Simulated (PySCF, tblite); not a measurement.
**C₆H₁₀B₂Si: geometry, infrared bands and NMR shifts**

Aim: predict the infrared bands and NMR shifts of C₆H₁₀B₂Si (`B[SiH2]B(C#C)CC#CC`).

The runs use tblite 0.8.0 and PySCF 2.14.0, with density-fitted response routines of our own; the level of theory stands in each step. All values are computed, except where a source is named. Atoms count from 0, in the outputs and in this text.

### Step 1. The starting structure

19 atoms, charge 0, multiplicity 1; geometry from: force field or distance geometry start.

Bonds of the start (Å): B0–Si1 1.95, Si1–B2 1.97, B2–C3 1.57, C3–C4 1.19, B2–C5 1.58, C5–C6 1.47, C6–C7 1.22, C7–C8 1.48, B0–H9 1.16, B0–H10 1.18, Si1–H11 1.46, Si1–H12 1.50, C4–H13 1.07, C5–H14 1.10, C5–H15 1.12, C8–H16 1.11, C8–H17 1.12, C8–H18 1.11.

### Step 2. Relaxing the molecule with GFN2-xTB

Job settings and geometry (Å):

```
{"job": {"kind": "relax", "xc": "GFN2-xTB", "basis": "xTB"}, "charge": 0, "multiplicity": 1}
B     -2.171100    -2.430800     0.201600
Si    -2.514400    -0.584100    -0.334100
B     -0.889100     0.513400    -0.166300
C     -1.114400     2.027000    -0.513100
C     -1.274800     3.188200    -0.743400
C     -0.061000     0.245800     1.158300
C      1.335900     0.039100     0.756200
C      2.502600    -0.119500     0.439900
C      3.920700    -0.318100     0.066200
H     -1.455600    -3.057800    -0.469000
H     -2.475400    -2.720400     1.299200
H     -3.125700    -0.498300    -1.651900
H     -3.488100     0.032000     0.629700
H     -1.411300     4.220000    -0.986900
H     -0.138800     1.147700     1.783900
H     -0.453300    -0.635200     1.722000
H      4.191700    -1.393900     0.079200
H      4.586700     0.271200     0.741000
H      4.025700     0.083000    -0.959300
```

The run is started by

```sh
OMP_NUM_THREADS=1 python probes_run.py task.json out
```

The driver reads the jobs from task.json and runs them one after another.

**Question.** This job is followed by: GFN2-xTB harmonic vibrations, gas phase; GIAO PBE0/pcSseg-1 NMR shielding, non-relativistic, gas phase. Predict these results of the whole session: strongest single infrared mode (GFN2-xTB); zero-point energy (GFN2-xTB); ¹³C shifts against TMS (PBE0/pcSseg-1); ¹H shifts against TMS (PBE0/pcSseg-1, means over atoms taken as alike); ¹¹B shifts against BF3·OEt2 (PBE0/pcSseg-1); ²⁹Si shifts against TMS (PBE0/pcSseg-1).

**Answer**, as computed:

```
                                                              quantity                                     value
                             strongest single infrared mode (GFN2-xTB)                     2108 cm⁻¹, 471 km/mol
                                          zero-point energy (GFN2-xTB)                             84.0 kcal/mol
                                ¹³C shifts against TMS (PBE0/pcSseg-1)  121.1, 116.2, 98.2, 94.1, 19.2, 18.7 ppm
¹H shifts against TMS (PBE0/pcSseg-1, means over atoms taken as alike)         4.06, 3.29, 3.17, 2.55, -0.05 ppm
                           ¹¹B shifts against BF3·OEt2 (PBE0/pcSseg-1)                           29.5, -58.4 ppm
                               ²⁹Si shifts against TMS (PBE0/pcSseg-1)                                 -24.3 ppm
```

In words: Over 248 steps the energy fell by 0.990 eV; of the close pairs, B0–C7 changed most, 5.219 to 1.711 Å. All 51 modes are real, so the xTB geometry is a minimum. The strongest single mode, at 2108 cm⁻¹, moves mainly H12. GFN2-xTB is a fitted tight-binding method: band positions and strengths are rough. Its intensities can rank the bands wrongly. At PBE0/pcSseg-1: Shielding is most anisotropic at C3 (span 317 ppm, paramagnetic term -165 ppm).
